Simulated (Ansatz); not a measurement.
# SiGeH3 (doublet): the correlation ladder at distance Si1–Ge2 = 2.323 Å, cc-pVTZ

The task here is to estimate one member of a computed series from the others.

The runs use Ansatz 0.2.0, Gaussian basis; cc-pVTZ, core rule «outside noble gas», up to 19 orbitals frozen.

Plan: UHF; CCSD(T) on ROHF; CCSD(T) on UHF; BCCD(T) on ROHF; CCSDT(Q) on ROHF; CCSDT(Q) on UHF; CASSCF and NEVPT2, 3 electrons in 3 orbitals.

## The geometry

The geometry derives from a PBE0/def2-TZVP stationary point (not a proven minimum). One bond is set to the value named and the two fragments are kept rigid. No spin-orbit coupling is included. The filled d shell of Ge may be among the frozen orbitals whatever the setting's name suggests.

5 atoms, charge 0, spin multiplicity 2.

Atoms are counted from 1 here; the program's logs count them from 0.

Bond lengths: Si1–Ge2 2.323 Å, Si1–H3 1.524 Å, Ge2–H4 1.547 Å, Ge2–H5 1.546 Å. Angles: Ge2–Si1–H3 89.7°, Si1–Ge2–H4 127.4°, Si1–Ge2–H5 123.9°, H4–Ge2–H5 106.5°.

Geometry (Å):

```xyz
5
GeH3Si
Si   -0.02914    0.09110    1.68634
Ge    0.01287   -0.01556   -0.63358
H     0.23411   -1.40902    1.75233
H    -0.32665   -1.23356   -1.52563
H    -0.02289    1.22573   -1.55439
```

Set-up of the first run:

Input file in.yaml:

```yaml
crystal:
  periodic: [false, false, false]
  atoms:
    - {symbol: Si, position_ang: [-0.029136, 0.091097, 1.686343]}
    - {symbol: Ge, position_ang: [0.012867, -0.015562, -0.633584]}
    - {symbol: H, position_ang: [0.234107, -1.409018, 1.752329]}
    - {symbol: H, position_ang: [-0.326649, -1.233564, -1.525626]}
    - {symbol: H, position_ang: [-0.022892, 1.225734, -1.554392]}
basis:
  gaussian: {orbitals: cc-pVTZ}
magnetization: {spin_polarized: true, initial_magnetization: 1}
hamiltonian: {xc: hf}
output: {orbitals: {seedname: orbitals}}
```

Started as:

```sh
$ ansatz run in.yaml --threads 1 --pin off --events-out ev --progress --plain --max-ram 2560MiB --backend cpu
```

Steps of the session up to this table: UHF; CCSD(T) on ROHF; CCSD(T) on UHF; BCCD(T) on ROHF; CCSDT(Q) on ROHF; CCSDT(Q) on UHF; CASSCF and NEVPT2, 3 electrons in 3 orbitals.

One table of the session follows, with a row left open; its other results are not shown here.

It belongs to the step «Misses and costs». 

| method | from UCCSDT(Q) (kcal/mol) |
| --- | --- |
| ROHF | +165.34 |
| UHF | +160.93 |
| RMP2 | +33.06 |
| UMP2 | +36.07 |
| RCCSD | +8.03 |
| UCCSD | +7.97 |
| RCCSD(T) | ? |
| UCCSD(T) | +1.60 |
| BCCD(T) | +1.48 |
| RCCSDT | +0.43 |
| UCCSDT | +0.40 |
| RCCSDT(Q) | +0.05 |
| UCCSDT(Q) | 0 |
| CASSCF pair | +153.97 |
| NEVPT2 pair | +33.47 |

Estimate the missing values for RCCSD(T).

**Answer.** from UCCSDT(Q) (kcal/mol): +1.51. In the column «from UCCSDT(Q) (kcal/mol)» it lies between BCCD(T) (+1.48) and UCCSD(T) (+1.60).

To keep in mind: Restricted and unrestricted rows rest on different reference determinants; a gap between their highest levels can come from leftover correlation error, from unlike frozen cores or from another state.
